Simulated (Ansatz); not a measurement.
# GaAsH₂ (quintet): wave-function methods side by side, cc-pVDZ

The task here is to estimate one member of a computed series from the others.

Computed with Ansatz 0.2.0, Gaussian basis. Level: cc-pVDZ, core rule «outside noble gas», up to 28 orbitals frozen.

The runs, in order: UHF; CCSD(T) on ROHF; CCSD(T) on UHF; BCCD(T) on ROHF; CISD as a restricted active space (open shells left free, so some higher excitations enter); CCSDT(Q) on ROHF; CCSDT(Q) on UHF; CCSDTQ on ROHF.

15 further runs of the same task are left out: 11 for a known fault of the program, 4 set aside as unsound or not needed. Runs told in other sessions of the task aren't counted.

### The system

The geometry is a PBE0/def2-TZVP stationary point (not a proven minimum) of the parent state, kept for this charge and spin. No spin-orbit coupling is included. The filled d shell of Ga, As may be among the frozen orbitals whatever the setting's name suggests.

4 atoms, charge 0, spin multiplicity 5.

Atoms are counted from 1 here; the program's logs count them from 0.

Bond lengths: Ga1–As2 2.421 Å, Ga1–H3 1.572 Å, Ga1–H4 1.572 Å. Angles: As2–Ga1–H3 119.9°, As2–Ga1–H4 119.9°, H3–Ga1–H4 120.3°.

The first run:

in.yaml reads:

```yaml
crystal:
  periodic: [false, false, false]
  atoms:
    - {symbol: Ga, position_ang: [0.000000, 0.000000, 1.226035]}
    - {symbol: As, position_ang: [0.000000, 0.000000, -1.195022]}
    - {symbol: H, position_ang: [0.000000, 1.363635, 2.009104]}
    - {symbol: H, position_ang: [0.000000, -1.363635, 2.009104]}
basis:
  gaussian: {orbitals: cc-pVDZ}
magnetization: {spin_polarized: true, initial_magnetization: 4}
hamiltonian: {xc: hf}
output: {orbitals: {seedname: orbitals}}
```

The run is started by

```console
> ansatz run in.yaml --threads 1 --pin off --events-out ev --progress --plain --max-ram 4096MiB --backend cpu
```

Among the steps run: UHF; CCSD(T) on ROHF; CCSD(T) on UHF; BCCD(T) on ROHF; CISD as a restricted active space (open shells left free, so some higher excitations enter); CCSDT(Q) on ROHF; CCSDT(Q) on UHF; CCSDTQ on ROHF.

One of the session's tables, all rows but one given; the rest of the session is left out.

| method | from RCCSDTQ (kJ/mol) |
| --- | --- |
| ROHF | ? |
| UHF | +426.7 |
| RMP2 | +102.4 |
| UMP2 | +101.3 |
| RCCSD | +13.0 |
| UCCSD | +10.8 |
| RCCSD(T) | +3.2 |
| UCCSD(T) | +1.0 |
| BCCD(T) | +3.1 |
| RCCSDT | +0.5 |
| UCCSDT | -1.6 |
| RCCSDT(Q) | +0.1 |
| UCCSDT(Q) | -2.0 |
| RCCSDTQ | 0 |

Q: Estimate the row for ROHF from the others.

**Answer.** from RCCSDTQ (kJ/mol): +434.4. In the column «from RCCSDTQ (kJ/mol)» it is the highest.

Limits of these values: Restricted and unrestricted rows rest on different reference determinants; a gap between their highest levels can come from leftover correlation error, from unlike frozen cores or from another state.
